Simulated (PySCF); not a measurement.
# AgGeH4: the cost of one run

Program: PySCF 2.14.0. Level of theory: levels as typed in each script, gas phase, geometry from GFN2-xTB. These are calculated values, not measurements.

### 1 The system as given

6 atoms, charge 1, spin multiplicity 1.

Bond lengths: Ag1–H4 1.640 Å, Ge2–H3 1.496 Å, Ge2–H5 1.496 Å, Ge2–H6 1.496 Å. Angles: H3–Ge2–H5 117.2°, H3–Ge2–H6 117.2°, H5–Ge2–H6 117.2°.

Geometry (Å):

```xyz
6
AgGeH4
Ag    1.5416    0.0000    0.0000
Ge   -2.0456    0.0000    0.0000
H    -2.2991    0.9497   -1.1276
H    -0.0982    0.0025    0.0000
H    -2.2991   -1.4514   -0.2587
H    -2.2991    0.5016    1.3863
```

### 2 Binding of the two fragments (PBE/def2-svpd)

input.py reads:

```python
import numpy as np
from pyscf import gto, scf, dft
from pyscf.scf import atom_ks, atom_hf
from scipy.linalg import block_diag
from pyscf.dispersion import dftd3

def solve(mol, dm0=None, hcore=None):
    mf = (dft.UKS if mol.spin else dft.RKS)(mol, xc='pbe')
    mf.grids.level = 3
    mf = mf.density_fit(auxbasis='def2-universal-jkfit')
    mf.conv_tol, mf.max_cycle = 1e-8, 80
    if hcore is not None:
        mf.get_hcore = lambda *args: hcore
    mf.kernel(dm0)
    if not mf.converged:
        mf = mf.newton().run(mf.mo_coeff, mf.mo_occ, max_cycle=30)
    assert mf.converged, 'SCF not converged'
    return mf

mol = gto.M(atom='''
Ag     1.54158    -0.00003     0.00000
Ge    -2.04559    -0.00003     0.00000
H     -2.29908     0.94973    -1.12755
H     -0.09822     0.00249     0.00000
H     -2.29910    -1.45137    -0.25873
H     -2.29909     0.50160     1.38627
''', basis='def2-svpd', ecp={'Ag': 'def2-svpd'}, charge=1, spin=0, verbose=4)
mol_a = gto.M(atom='''
Ag     1.54158    -0.00003     0.00000
ghost-Ge    -2.04559    -0.00003     0.00000
ghost-H     -2.29908     0.94973    -1.12755
ghost-H     -0.09822     0.00249     0.00000
ghost-H     -2.29910    -1.45137    -0.25873
ghost-H     -2.29909     0.50160     1.38627
''', basis='def2-svpd', ecp={'Ag': 'def2-svpd'}, charge=1, spin=0, verbose=4)
mol_b = gto.M(atom='''
ghost-Ag     1.54158    -0.00003     0.00000
Ge    -2.04559    -0.00003     0.00000
H     -2.29908     0.94973    -1.12755
H     -0.09822     0.00249     0.00000
H     -2.29910    -1.45137    -0.25873
H     -2.29909     0.50160     1.38627
''', basis='def2-svpd', charge=0, spin=0, verbose=4)
ab, a, b = solve(mol), solve(mol_a), solve(mol_b)
e_int = ab.e_tot - a.e_tot - b.e_tot
print('counterpoise-corrected interaction energy / kcal/mol', e_int * 627.5095)
def disp(atoms, charge):
    m = gto.M(atom=atoms, charge=charge, basis='sto-3g', spin=None, unit='Bohr', verbose=0)
    return dftd3.DFTD3Dispersion(m, xc='pbe', version='d3bj').get_dispersion()['energy']
e_disp = disp(mol._atom, mol.charge) - disp(mol._atom[:1], mol_a.charge) - disp(mol._atom[1:], mol_b.charge)
print('D3(BJ) part / kcal/mol', e_disp * 627.5095)
# spherically averaged free atoms, for the promolecule
atom_ks.AtomSphAverageRKS.init_guess_by_vsap = lambda self, mol=None: self.init_guess_by_minao(mol)  # core potentials
atm = atom_ks.get_atm_nrks(mol, xc='pbe')
pro = block_diag(*[(atm[a[0]][2] * atm[a[0]][3]) @ atm[a[0]][2].T for a in mol._atom])
np.savez('result.npz', e_int=e_int, e_disp=e_disp, dm_a=a.make_rdm1(), dm_b=b.make_rdm1(), c=ab.mo_coeff, occ=ab.mo_occ, eps=ab.mo_energy, pro=pro, d=[f.dip_moment(verbose=0) for f in (ab, a, b)])
```

Run with:

```console
OMP_NUM_THREADS=1 python input.py
```

What time and memory should one allow on 1 thread of Arm Neoverse V2, shared host?

About 23 s, with a peak of 0.42 GiB.
